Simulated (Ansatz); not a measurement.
# AlIr: the cost of one run

Computed with Ansatz 0.2.0 (DFT LDA, frozen-core PAW and all-electron LAPW, scalar-relativistic unless said, unless a step's input says otherwise).

1 further run of the same task is left out (set aside as unsound or not needed). Runs told in other sessions of the task aren't counted.

## (1) The structure to begin with

The structure is cubic, space group Pm-3m (No. 221). The conventional cell has a = 2.970 Å, b = 2.970 Å, c = 2.970 Å, α = 90.00°, β = 90.00°, γ = 90.00°. Around Al (site symmetry m-3m) lie 8 Ir at 2.57 Å. Around Ir (site symmetry m-3m) lie 8 Al at 2.57 Å.

Structure file:

```cif
data_structure
_symmetry_space_group_name_H-M 'P 1'
_symmetry_Int_Tables_number 1
_cell_length_a 2.9697
_cell_length_b 2.9697
_cell_length_c 2.9697
_cell_angle_alpha 90.000
_cell_angle_beta 90.000
_cell_angle_gamma 90.000
_cell_volume 26.19
loop_
_atom_site_label
_atom_site_type_symbol
_atom_site_fract_x
_atom_site_fract_y
_atom_site_fract_z
_atom_site_occupancy
Al1 Al 0.00000 0.00000 0.00000 1
Ir1 Ir 0.50000 0.50000 0.50000 1
```

Cartesian axes are those of the input's lattice vectors. The structure goes back to a database entry.

## (2) Reference run, PAW

Input file input.yaml:

```yaml
crystal:
  lattice:
    - [2.96973142706, 0.0, 0.0]
    - [0.0, 2.96973142706, 0.0]
    - [0.0, 0.0, 2.96973142706]
  atoms:
    - { symbol: Al, position: [0.0, 0.0, 0.0] }
    - { symbol: Ir, position: [0.5, 0.5, 0.5] }
kpoints:
  mp_grid: { grid: [14, 14, 14] }
scf:
  occupations: { method: fermi_dirac, width: 0.1 }
hamiltonian:
  xc: lda
  pseudopotentials: { kind: paw }
elastic:
  mode: relaxed_ion
  stencil: two_point
  amplitude: 0.005
```

The run is started by

```sh
$ ansatz run input.yaml --threads 1 --pin off --max-ram 2560MiB --backend cpu --events-out ev --progress --plain --runs-dir out
```

What time and memory should one allow on 1 thread of Arm Neoverse V1, shared host?

About 31 s, with a peak of 0.43 GiB.
